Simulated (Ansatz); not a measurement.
# Cd: the cost of one run

Program: Ansatz 0.2.0. Level of theory: DFT r2SCAN, scalar-relativistic, plane waves, PAW. These are calculated values, not measurements.

## 1. The structure to begin with

Symmetry: I4/mmm, No. 139, tetragonal system. The conventional cell has a = 3.092 Å, b = 3.092 Å, c = 4.704 Å, α = 90.00°, β = 90.00°, γ = 90.00°. Around Cd (site symmetry 4/mmm) lie 12 Cd at 3.09 to 3.21 Å.

Structure file:

```
Cd
1.0
    -1.54586    1.54586    2.35181
     1.54586   -1.54586    2.35181
     1.54586    1.54586   -2.35181
Cd
1
Direct
  0.00000 0.00000 0.00000
```

This is candidate A: indium (bct) type (I4/mmm, No. 139).

(A quick probe on a coarse mesh, which set the mesh and smearing, is not shown.)

## 3. Relaxing cell and atoms (candidate A)

Input file input.yaml:

```yaml
crystal:
  lattice:
    - [-1.5458648465, 1.5458648465, 2.3518078511]
    - [1.5458648465, -1.5458648465, 2.3518078511]
    - [1.5458648465, 1.5458648465, -2.3518078511]
  atoms:
    - { symbol: Cd, position: [0.0, 0.0, 0.0] }
basis:
  ecutwfc: 500
kpoints:
  mp_grid: { grid: [24, 24, 24] }
hamiltonian:
  xc: r2scan
scf:
  occupations: { method: gaussian, width: 0.1 }
output:
  forces: true
  stress: true
  eigenvalues: true
relax:
  adjacent_minimum: "off"
  f_tol: 0.01
  max_steps: 80
  cell: { stress_tol: 0.05 }
```

What time and memory should one allow on 1 thread of an x86-64 CPU, shared host?

About 2.6 min, with a peak of 0.79 GiB.
